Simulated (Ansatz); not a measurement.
# CH5FOSn: the cost of one run

Computed with Ansatz 0.2.0 through its Python package. Level of theory: PBE/def2-SVP.

## (1) The system

Bond lengths: C1–Sn2 2.099 Å, Sn2–O3 1.949 Å, Sn2–F4 1.921 Å, C1–H5 1.171 Å, C1–H6 1.117 Å, C1–H7 1.114 Å, Sn2–H8 1.714 Å, O3–H9 0.980 Å. Angles: C1–Sn2–O3 108.1°, C1–Sn2–F4 109.8°, C1–Sn2–H8 110.0°, O3–Sn2–F4 107.4°, O3–Sn2–H8 108.9°, F4–Sn2–H8 112.5°, Sn2–C1–H5 109.2°, Sn2–C1–H6 113.3°, Sn2–C1–H7 112.8°, H5–C1–H6 105.8°, H5–C1–H7 106.4°, H6–C1–H7 108.9°, Sn2–O3–H9 107.4°.

The script holds or builds the structure itself.

## (2) The code

The input, run_bend.py:

```python
# -*- coding: utf-8 -*-
from dataclasses import dataclass
import logging
import sys

import ansatz as az
from ase import Atoms

logging.basicConfig(stream=sys.stdout, format="%(levelname)s %(message)s")
log = logging.getLogger("ch5fosn")
log.setLevel(logging.INFO)


@dataclass(frozen=True)
class Settings:
    basis: str = "def2-SVP"
    xc: str = "pbe"
    fmax: float = 0.02


settings = Settings()

atoms = Atoms(["C", "Sn", "O", "F", "H", "H", "H", "H", "H"], positions=[
    (-0.2838, 1.2315, -0.1389),
    (-0.2722, -0.8473, 0.151),
    (1.5308, -1.3749, 0.6711),
    (-0.6764, -1.7364, -1.503),
    (-1.3551, 1.5688, -0.4693),
    (-0.0573, 1.808, 0.7907),
    (0.412, 1.5589, -0.9451),
    (-1.3592, -1.2703, 1.4074),
    (2.1496, -0.9847, 0.0191),
])

first = (
    az.Crystal.molecule_from_ase(atoms).calculation()
    .basis(gaussian=settings.basis)
    .functional(settings.xc)
    .relax(force_tolerance=settings.fmax, max_steps=80)
)
atoms.positions = first.run().report["positions_ang"]

rows = []
for angle in [90, 100, 110, 120, 135, 150, 165, 179]:
    bent = atoms.copy()
    bent.set_angle(1, 2, 8, angle, indices=[8])
    calc = az.Crystal.molecule_from_ase(bent).calculation()
    calc = calc.basis(gaussian=settings.basis)
    calc = calc.functional(settings.xc)
    rows.append((angle, calc.run().report["free_energy_ev"]))
floor = min(e for _, e in rows)
for angle, e in rows:
    log.info(f"angle Sn1-O2-H8 = {angle:3d} deg   {1000 * (e - floor):9.1f} meV")
```

## (3) The input behind the calls

The package turns the script's settings into the engine's input (first run):

```yaml
crystal:
  periodic: [false, false, false]
  atoms:
    - { symbol: C, position_ang: [-0.2838, 1.2315, -0.1389] }
    - { symbol: Sn, position_ang: [-0.2722, -0.8473, 0.151] }
    - { symbol: O, position_ang: [1.5308, -1.3749, 0.6711] }
    - { symbol: F, position_ang: [-0.6764, -1.7364, -1.503] }
    - { symbol: H, position_ang: [-1.3551, 1.5688, -0.4693] }
    - { symbol: H, position_ang: [-0.0573, 1.808, 0.7907] }
    - { symbol: H, position_ang: [0.412, 1.5589, -0.9451] }
    - { symbol: H, position_ang: [-1.3592, -1.2703, 1.4074] }
    - { symbol: H, position_ang: [2.1496, -0.9847, 0.0191] }
basis:
  gaussian:
    orbitals: def2-SVP
hamiltonian:
  xc: pbe
relax:
  f_tol: 0.02
  max_steps: 80
```

## (4) Launch

The run is started by

```sh
python run_bend.py
```

What time and memory should one allow on 1 thread of Arm Neoverse V1, shared host?

About 39 s, with a peak of 0.22 GiB.
